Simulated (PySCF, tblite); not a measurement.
**C₇H₁₀NO+: geometry, infrared bands and NMR shifts**

What infrared bands and NMR shifts should C₇H₁₀NO+ (`C=Cc1occ[n+]1CC`) show?

Computed with tblite 0.8.0 and PySCF 2.14.0, with density-fitted response routines of our own, on a single molecule in the gas phase. Atoms are numbered from 0 throughout.

### Step 1. The starting structure

19 atoms, charge 1, multiplicity 1; geometry from: force field or distance geometry start.

Bonds of the start (Å): C0–C1 1.36, C1–C2 1.41, C2–O3 1.38, O3–C4 1.37, C4–C5 1.39, C5–N6 1.39, N6–C7 1.44, C7–C8 1.52, N6–C2 1.34, C0–H9 1.08, C0–H10 1.08, C1–H11 1.08, C4–H12 1.09, C5–H13 1.07, C7–H14 1.11, C7–H15 1.09, C8–H16 1.09, C8–H17 1.10, C8–H18 1.09.

### Step 2. Geometry optimisation with GFN2-xTB

The job: settings as JSON, then the geometry in Å.

```
{"job": {"kind": "relax", "xc": "GFN2-xTB", "basis": "xTB"}, "charge": 1, "multiplicity": 1}
C      2.745400    -1.282100     0.252800
C      1.483600    -0.986800    -0.148600
C      0.889900     0.252400     0.186100
O      1.502400     1.236700     0.933800
C      0.582600     2.247400     1.025600
C     -0.561100     1.896000     0.319700
N     -0.336100     0.631300    -0.199900
C     -1.289700    -0.095200    -0.999100
C     -2.134800    -1.044800    -0.162200
H      3.348700    -0.592900     0.833700
H      3.187100    -2.238100     0.002700
H      0.941900    -1.741600    -0.706600
H      0.888200     3.119700     1.594600
H     -1.460100     2.466800     0.180700
H     -1.951300     0.632200    -1.505500
H     -0.776200    -0.647800    -1.781700
H     -2.867300    -1.561000    -0.787000
H     -2.685000    -0.496100     0.610700
H     -1.518000    -1.786800     0.342800
```

On the command line:

```sh
> OMP_NUM_THREADS=1 python probes_run.py task.json out
```

One launch serves the whole session: the jobs run in the order shown.

**Question.** This job is followed by: GFN2-xTB harmonic vibrations, gas phase; GIAO PBE0/pcSseg-1 NMR shielding, non-relativistic, gas phase. Predict these results of the whole session: strongest single infrared mode (GFN2-xTB); zero-point energy (GFN2-xTB); ¹³C shifts against TMS (PBE0/pcSseg-1); ¹H shifts against TMS (PBE0/pcSseg-1, means over atoms taken as alike); ¹⁷O shifts against H2O (PBE0/pcSseg-1); ¹⁵N shifts against NH3 (PBE0/pcSseg-1).

As calculated:

| quantity | value |
| --- | --- |
| strongest single infrared mode (GFN2-xTB) | 1538 cm⁻¹, 69 km/mol |
| zero-point energy (GFN2-xTB) | 98.1 kcal/mol |
| ¹³C shifts against TMS (PBE0/pcSseg-1) | 166.4, 155.9, 149.4, 131.1, 118.8, 46.5, 19.6 ppm |
| ¹H shifts against TMS (PBE0/pcSseg-1, means over atoms taken as alike) | 8.24, 7.95, 7.59, 7.59, 6.98, 4.36, 1.77 ppm |
| ¹⁷O shifts against H2O (PBE0/pcSseg-1) | 303.8 ppm |
| ¹⁵N shifts against NH3 (PBE0/pcSseg-1) | 217.5 ppm |

**Reading.** The optimisation took 52 steps and gained 0.224 eV; among the close pairs (by a distance rule), C2–O3 changed most, from 1.380 to 1.317 Å. All 51 modes are real, so the xTB geometry is a minimum. The strongest single mode, at 1538 cm⁻¹, is carried by C5, C4, N6, C2. Unscaled tight-binding wavenumbers are off by several per cent, some by more. Its intensities can rank the bands wrongly. At PBE0/pcSseg-1: The widest tensor belongs to O3: span 372 ppm, with a paramagnetic part of -369 ppm. NICS(1)zz of -22 ppm above the planar ring from C2 marks a diatropic (aromatic) ring current. By nearest atom (PBE0/pcSseg-1), the HOMO sits on C0, C4 about 20 % each; C1, C5 about 15 % each and the LUMO on C0, C2 about 23 % each; N6 12 %.
